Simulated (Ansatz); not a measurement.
Set up this calculation in Ansatz 0.2.0, as the native input.

```yaml
Task: band structure
Functional: PBE
Potentials_or_basis: Ansatz PAW
Cutoff: "420 eV (not typed: the program's choice for these potentials)"
k_mesh: 9 × 9 × 7
Occupations: fermi-dirac, width 0.05 eV
Spin: no spin polarisation
Path: "[[\"G\", \"M\", \"K\", \"G\", \"A\", \"L\", \"H\", \"A\"], [\"L\", \"M\"], [\"K\", \"H\"]]"
Points_for_each_segment_of_the_path: 14
```

Crystal: CaB2.

```
Ca B
1.0
     3.22643    0.00000    0.00000
    -1.61322    2.79417    0.00000
     0.00000    0.00000    4.06739
Ca B
1 2
Direct
  0.00000 0.00000 0.00000
  0.66667 0.33333 0.50000
  0.33333 0.66667 0.50000
```

The cell comes from a database or a generator and needn't be the stable form of this composition.

The input as run:

input.yaml

```yaml
crystal:
  lattice:
    - [3.2264302843, 0.0, 0.0]
    - [-1.6132151421, 2.7941705897, 0.0]
    - [0.0, 0.0, 4.067392]
  atoms:
    - { symbol: Ca, position: [0.0, 0.0, 0.0] }
    - { symbol: B, position: [0.6666666667, 0.3333333333, 0.5] }
    - { symbol: B, position: [0.3333333333, 0.6666666667, 0.5] }
hamiltonian:
  xc: pbe
  pseudopotentials: { kind: paw }
kpoints:
  mp_grid: { grid: [9, 9, 7] }
  band_path:
    path:
      - [[0.0, 0.0, 0.0], [0.5, 0.0, 0.0], [0.3333333333, 0.3333333333, 0.0], [0.0, 0.0, 0.0], [0.0, 0.0, 0.5], [0.5, 0.0, 0.5], [0.3333333333, 0.3333333333, 0.5], [0.0, 0.0, 0.5]]
      - [[0.5, 0.0, 0.5], [0.5, 0.0, 0.0]]
      - [[0.3333333333, 0.3333333333, 0.0], [0.3333333333, 0.3333333333, 0.5]]
    npoints: 14
scf:
  occupations: { method: fermi_dirac, width: 0.05 }
  n_extra_bands: 7
output:
  forces: true
  stress: true
  eigenvalues: true
  fatbands: false
  write_density: true
  write_potential: true
  elf: true
  volumetric_format: npy
```

Potentials or basis: Ansatz PAW.

Launch:

```console
$ ansatz run input.yaml --threads 2 --pin off --max-ram 5632MiB --backend cpu --events-out ev --progress --plain --runs-dir out
```

It gave:

```yaml
Pressure: -0.4 GPa
Band_gap_on_the_k_mesh: none (metal or under the smearing width)
```

It took 1.5 s on 2 threads of Arm Neoverse V2, with other jobs on the host, peak memory 0.31 GiB.
